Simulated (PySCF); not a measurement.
# ErH₁₄O₇ (+3): ligand-field states

Aim: compute the ligand-field states of ErH₁₄O₇ (+3).

Computed with PySCF 2.14.0 and routines of our own; the level stands in each step. Atoms count from 0.

### 1 The system as given

22 atoms, charge 3, states of the metal's open shell are computed; geometry from: model geometry, bond lengths from ionic radii.

### 2 Ligand-field states: state-averaged CASSCF

The job: settings as JSON, then the geometry in Å.

```
{"job": {"kind": "lf", "basis": {"metal": "x2c-TZVPall", "ligand": "x2c-SVPall"}, "nevpt": false}, "charge": 3, "metal": "Er", "open_shell": "f11"}
Er     0.000000     0.000000     0.000000
O      0.000000     0.000000     2.350000
H      0.775000     0.000000     2.925000
H     -0.775000     0.000000     2.925000
O      0.000000     0.000000    -2.350000
H      0.775000     0.000000    -2.925000
H     -0.775000     0.000000    -2.925000
O      2.350000     0.000000     0.000000
H      2.925000     0.775000     0.000000
H      2.925000    -0.775000     0.000000
O      0.726190     2.234983     0.000000
H      0.166806     3.021328     0.000000
H      1.640944     2.542352     0.000000
O     -1.901190     1.381295     0.000000
H     -2.821908     1.092284     0.000000
H     -1.910841     2.346260     0.000000
O     -1.901190    -1.381295     0.000000
H     -1.910841    -2.346260     0.000000
H     -2.821908    -1.092284     0.000000
O      0.726190    -2.234983     0.000000
H      1.640944    -2.542352     0.000000
H      0.166806    -3.021328     0.000000
```

Method: state-averaged CASSCF of the metal f shell, state-interaction spin-orbit coupling.

The run is started by

```
> OMP_NUM_THREADS=1 python lf_run.py task.json out
```

One launch serves the whole session: the jobs run in the order shown.

The program printed:

```text
basis functions 272, electrons 135, active (11e, 7o)
stage 1: DIIS on the effective Fock matrix, level shift 0.30
cycle   1  E = -13612.5428977379  dE = -1.361e+04  max|g| = 1.767e+00
cycle   2  E = -13613.5784180097  dE = -1.036e+00  max|g| = 7.125e-01
cycle   3  E = -13613.6150981822  dE = -3.668e-02  max|g| = 7.123e-01
cycle   4  E = -13613.7440862901  dE = -1.290e-01  max|g| = 6.781e-02
cycle   5  E = -13613.3726918400  dE =  3.714e-01  max|g| = 3.947e-01
cycle   6  E = -13612.9296043671  dE =  4.431e-01  max|g| = 5.352e-01
cycle   7  E = -13612.3474275801  dE =  5.822e-01  max|g| = 8.443e-01
cycle   8  E = -13611.5561147197  dE =  7.913e-01  max|g| = 1.227e+00
cycle   9  E = -13610.6119812008  dE =  9.441e-01  max|g| = 1.646e+00
cycle  10  E = -13610.4348012286  dE =  1.772e-01  max|g| = 1.640e+00
cycle  11  E = -13610.2624761254  dE =  1.723e-01  max|g| = 1.663e+00
cycle  12  E = -13610.2889667928  dE = -2.649e-02  max|g| = 1.611e+00
cycle  13  E = -13610.5671343171  dE = -2.782e-01  max|g| = 1.438e+00
cycle  14  E = -13610.7656863190  dE = -1.986e-01  max|g| = 1.312e+00
cycle  15  E = -13610.4194233966  dE =  3.463e-01  max|g| = 1.454e+00
stage 2: quasi-Newton rotations from the point of smallest gradient
cycle  17  E = -13613.7573695944  dE = -1.328e-02  max|g| = 1.778e-02
cycle  18  E = -13613.7576439949  dE = -2.744e-04  max|g| = 1.718e-02
cycle  19  E = -13613.7577609773  dE = -1.170e-04  max|g| = 3.241e-03
cycle  20  E = -13613.7577667111  dE = -5.734e-06  max|g| = 1.334e-03
cycle  21  E = -13613.7577688769  dE = -2.166e-06  max|g| = 1.012e-04
cycle  22  E = -13613.7577689111  dE = -3.429e-08  max|g| = 3.131e-05
cycle  23  E = -13613.7577689147  dE = -3.551e-09  max|g| = 8.586e-06
converged average energy = -13613.7577689147

 mult deg   label        CASSCF/cm-1   NEVPT2/cm-1
   4   2   4I                  0.3
   4   2   4I                 40.4
   4   1   4A1               127.2
   4   1   4A2               130.4
   4   1   4B2               133.3
   4   1   4A1               141.4
   4   1   4B1               166.5
   4   1   4B2               192.9
   4   1   4A2               193.3
   4   1   4B1               281.5
   4   1   4A2               281.7
   2   1   2B1             17943.1
   2   2   2H              17954.4
   2   1   2A1             17955.2
   2   1   2B2             17961.2
   2   2   2H              17991.5
   2   2   2H              18017.6
   2   2   2H              18022.9
   4   1   4B1             18165.3
   4   1   4A2             18168.7
   4   1   4A1             18247.6
   4   1   4A2             18286.6
   4   1   4B2             18330.0
   4   1   4A1             18335.4
   4   1   4B2             18351.1
   4   1   4B1             18449.3
   2   1   2A2             23842.8
   2   1   2B1             23848.8
   2   1   2A2             23855.8
   2   1   2B2             23858.9
   2   1   2A1             23897.4
   2   1   2B1             23932.7
   2   1   2A2             23942.4
   2   1   2B2             23960.2
   2   1   2A1             23962.8
   2   2   2K              26935.4
   2   1   2B1             26945.5
   2   1   2A2             26945.8
   2   1   2B2             27040.1
   2   1   2B1             27042.2
   2   1   2A2             27046.5
   2   1   2A1             27052.2
   2   1   2B1             27087.8
   2   1   2A2             27124.7
   2   1   2B2             27134.9
   2   2   2K              27209.3
   2   2   2K              27240.9
   4   1   4A2             28481.6
   4   1   4A1             28562.1
   4   1   4B1             28565.5
   4   1   4A2             28565.5
   4   1   4B2             28615.5
   4   1   4B1             28799.5
   4   1   4A2             28799.5
   4   2   4G              28827.3
   2   1   2A2             32998.6
   2   1   2B1             33034.8
   2   1   2B2             33059.2
   2   1   2A2             33095.2
   2   1   2A1             33118.0

spin-orbit levels / cm-1
      0.00  x2  4I 0.62 4I 0.33
     11.40  x2  4I 0.68 4I 0.14 4B1 0.05
     62.45  x2  4I 0.28 4B2 0.20 4I 0.19
     91.77  x2  4A1 0.37 4A2 0.31 4B2 0.10
    102.53  x2  4A2 0.26 4B2 0.22 4A1 0.17
    126.95  x2  4B1 0.37 4A1 0.31 4B2 0.13
    159.67  x2  4B2 0.46 4A2 0.46
    246.25  x2  4B1 0.48 4A2 0.48
   6493.39  x2  4I 0.38 4B2 0.20 4I 0.18
   6498.35  x2  4I 0.40 4I 0.35 4B1 0.06
   6531.74  x2  4I 0.32 4I 0.16 4A2 0.16
   6552.94  x2  4A1 0.33 4A1 0.20 4B2 0.15
   6573.60  x2  4A2 0.27 4B1 0.16 4B2 0.13
   6605.68  x2  4A2 0.36 4B2 0.34 4A1 0.13
   6649.28  x2  4A2 0.39 4B1 0.39 4I 0.18
  10499.62  x2  4I 0.35 4I 0.27 2H 0.09
  10502.26  x2  4I 0.30 4B2 0.16 4A1 0.11
  10527.15  x2  4I 0.25 4A2 0.13 4B1 0.13
  10543.31  x2  4A2 0.16 4B2 0.14 4A1 0.12
  10568.67  x2  4A2 0.29 4B2 0.28 4A1 0.12
  10592.56  x2  4A2 0.32 4B1 0.32 4I 0.19
  13236.23  x2  4I 0.43 4I 0.23 2H 0.14
  13298.57  x2  4I 0.30 4B2 0.12 4A1 0.12
  13313.59  x2  4A2 0.22 4A1 0.15 4A1 0.13
  13345.80  x2  4A2 0.25 4B2 0.24 4B1 0.11
  13381.26  x2  4A2 0.29 4B1 0.29 2H 0.16
  18939.56  x2  4B1 0.25 4A2 0.12 4A1 0.12
  18943.82  x2  4A2 0.20 4B1 0.16 4B2 0.13
  18982.32  x2  4A1 0.22 4B1 0.14 4A2 0.14
  19004.47  x2  4A1 0.32 4B2 0.22 2B1 0.11
```

It took 59 s on 1 thread of Arm Neoverse V2, shared host; peak memory 0.9 GiB.

Key values:

```tsv
quantity	value
spin-orbit constant ζ	2391 cm⁻¹
```

Powder susceptibility:

```tsv
T (K)	χT (cm³ K/mol)	μ(eff)
2	6.344	7.12
5	7.586	7.79
10	8.793	8.39
20	9.744	8.83
30	10.198	9.03
50	10.682	9.24
75	10.972	9.37
100	11.120	9.43
150	11.255	9.49
200	11.313	9.51
250	11.343	9.52
300	11.360	9.53
```

The fields below are evaluated on a grid from the run's orbitals.

The spin density lies nearest to Er0 100 %.

### 3 Ligand-field states: state-averaged CASSCF (pick energy order)

The job, as its differences from that of step 2:

```diff
@@ -1,2 +1,2 @@
-{"job": {"kind": "lf", "basis": {"metal": "x2c-TZVPall", "ligand": "x2c-SVPall"}, "nevpt": false}, "charge": 3, "metal": "Er", "open_shell": "f11"}
+{"job": {"kind": "lf", "basis": {"metal": "x2c-TZVPall", "ligand": "x2c-SVPall"}, "nevpt": false, "max_cycle": 88, "pick": "energy order"}, "charge": 3, "metal": "Er", "open_shell": "f11"}
 Er     0.000000     0.000000     0.000000
```

With the program's defaults for keys left out, this is: state-averaged CASSCF of the metal f shell, state-interaction spin-orbit coupling.

The program printed:

```text
basis functions 272, electrons 135, active (11e, 7o)
stage 1: DIIS on the effective Fock matrix, level shift 0.30
cycle   1  E = -13612.5428977379  dE = -1.361e+04  max|g| = 1.767e+00
cycle   2  E = -13607.1799793001  dE =  5.363e+00  max|g| = 2.511e+00
cycle   3  E = -13529.1941687065  dE =  7.799e+01  max|g| = 1.093e+01
cycle   4  E = -13613.6414253368  dE = -8.445e+01  max|g| = 1.961e-01
cycle   5  E = -13613.2946584273  dE =  3.468e-01  max|g| = 3.741e-01
cycle   6  E = -13613.5173400821  dE = -2.227e-01  max|g| = 2.568e-01
cycle   7  E = -13613.7183216229  dE = -2.010e-01  max|g| = 1.479e-01
cycle   8  E = -13613.6956705757  dE =  2.265e-02  max|g| = 1.140e-01
cycle   9  E = -13613.7331448148  dE = -3.747e-02  max|g| = 1.322e-01
cycle  10  E = -13613.6484953498  dE =  8.465e-02  max|g| = 1.729e-01
cycle  11  E = -13613.4946489148  dE =  1.538e-01  max|g| = 2.836e-01
cycle  12  E = -13613.1724588574  dE =  3.222e-01  max|g| = 4.323e-01
cycle  13  E = -13612.9080984836  dE =  2.644e-01  max|g| = 5.104e-01
cycle  14  E = -13612.8907977226  dE =  1.730e-02  max|g| = 5.141e-01
cycle  15  E = -13612.8979458647  dE = -7.148e-03  max|g| = 5.062e-01
stage 2: quasi-Newton rotations from the point of smallest gradient
cycle  17  E = -13613.7523474661  dE = -5.668e-02  max|g| = 1.356e-01
cycle  18  E = -13613.7559950747  dE = -3.648e-03  max|g| = 8.011e-02
cycle  19  E = -13613.7577533274  dE = -1.758e-03  max|g| = 1.899e-03
cycle  20  E = -13613.7577672399  dE = -1.391e-05  max|g| = 1.204e-03
cycle  21  E = -13613.7577688024  dE = -1.563e-06  max|g| = 1.406e-04
cycle  22  E = -13613.7577689017  dE = -9.922e-08  max|g| = 6.028e-05
cycle  23  E = -13613.7577689142  dE = -1.251e-08  max|g| = 1.522e-05
cycle  24  E = -13613.7577689148  dE = -6.257e-10  max|g| = 6.949e-06
converged average energy = -13613.7577689148

 mult deg   label        CASSCF/cm-1   NEVPT2/cm-1
   4   2   4I                  0.3
   4   2   4I                 40.4
   4   1   4A1               127.2
   4   1   4A2               130.4
   4   1   4B2               133.3
   4   1   4A1               141.4
   4   1   4B1               166.5
   4   1   4B2               192.8
   4   1   4A2               193.3
   4   1   4B1               281.5
   4   1   4A2               281.7
   2   1   2B1             17943.1
   2   2   2H              17954.6
   2   1   2B2             17954.8
   2   1   2B2             17961.2
   2   2   2H              17991.5
   2   2   2H              18017.6
   2   2   2H              18022.9
   4   1   4B1             18165.3
   4   1   4A2             18168.7
   4   1   4A1             18247.6
   4   1   4A2             18286.6
   4   1   4B2             18330.0
   4   1   4A1             18335.4
   4   1   4B2             18351.1
   4   1   4B1             18449.3
   2   1   2A2             23842.8
   2   1   2B1             23848.8
   2   1   2A2             23855.8
   2   1   2B2             23858.9
   2   1   2A1             23897.4
   2   1   2B1             23932.7
   2   1   2A2             23942.4
   2   1   2B2             23960.2
   2   1   2A1             23962.8
   2   2   2K              26935.4
   2   1   2B1             26945.4
   2   1   2A2             26945.8
   2   1   2B2             27040.1
   2   1   2B1             27042.2
   2   1   2A2             27046.5
   2   1   2A1             27052.2
   2   1   2B1             27087.8
   2   1   2A2             27124.7
   2   1   2B2             27134.9
   2   2   2K              27209.3
   2   2   2K              27240.9
   4   1   4A2             28481.6
   4   1   4A1             28562.0
   4   1   4B1             28565.5
   4   1   4A2             28565.5
   4   1   4B2             28615.5
   4   1   4B1             28799.5
   4   1   4A2             28799.5
   4   2   4G              28827.3
   2   1   2A2             32998.6
   2   1   2B1             33034.7
   2   1   2B2             33059.2
   2   1   2A2             33095.2
   2   1   2A1             33118.0

spin-orbit levels / cm-1
      0.00  x2  4I 0.62 4I 0.33
     11.40  x2  4I 0.68 4I 0.14 4B1 0.05
     62.45  x2  4I 0.28 4B2 0.20 4I 0.19
     91.77  x2  4A1 0.37 4A2 0.31 4B2 0.10
    102.53  x2  4A2 0.25 4B2 0.22 4A1 0.17
    126.94  x2  4B1 0.37 4A1 0.31 4B2 0.13
    159.67  x2  4B2 0.46 4A2 0.46
    246.25  x2  4B1 0.48 4A2 0.48
   6493.39  x2  4I 0.38 4B2 0.20 4I 0.18
   6498.35  x2  4I 0.40 4I 0.35 4B1 0.06
   6531.73  x2  4I 0.32 4I 0.16 4A2 0.16
   6552.94  x2  4A1 0.33 4A1 0.20 4B2 0.15
   6573.60  x2  4A2 0.27 4B1 0.16 4B2 0.13
   6605.68  x2  4A2 0.36 4B2 0.34 4A1 0.13
   6649.28  x2  4A2 0.39 4B1 0.39 4I 0.18
  10499.62  x2  4I 0.35 4I 0.27 2H 0.09
  10502.26  x2  4I 0.30 4B2 0.16 4A1 0.11
  10527.14  x2  4I 0.25 4A2 0.13 4B1 0.13
  10543.30  x2  4A2 0.16 4B2 0.14 4A1 0.12
  10568.66  x2  4A2 0.29 4B2 0.28 4A1 0.12
  10592.56  x2  4A2 0.32 4B1 0.32 4I 0.19
  13236.23  x2  4I 0.43 4I 0.23 2H 0.14
  13298.57  x2  4I 0.30 4B2 0.12 4A1 0.12
  13313.57  x2  4A2 0.22 4A1 0.15 4A1 0.13
  13345.79  x2  4A2 0.25 4B2 0.24 4B1 0.11
  13381.25  x2  4A2 0.29 4B1 0.29 4I 0.11
  18939.55  x2  4B1 0.25 4A2 0.12 4A1 0.12
  18943.81  x2  4A2 0.20 4B1 0.16 4B2 0.13
  18982.32  x2  4A1 0.22 4B1 0.14 4A2 0.14
  19004.45  x2  4A1 0.32 4B2 0.22 2B1 0.11
```

It took 56 s on 1 thread of Arm Neoverse V2, shared host; peak memory 0.92 GiB.

These settings were drawn to be risky; the run ended normally, but its values are left out of the summary.

### 4 Results

| quantity | value |
| --- | --- |
| spin-orbit constant ζ (step 2, state-averaged CASSCF) | 2391 cm⁻¹ |
| ground multiplicity, μ(eff) at 300 K (step 2, 7 donors at 2.35 Å) | 4, 9.53 μB |

What this shows: In step 2, χT goes from 6.34 at 2 K to 11.36 cm³ K/mol at 300 K, as higher levels fill or mix in.
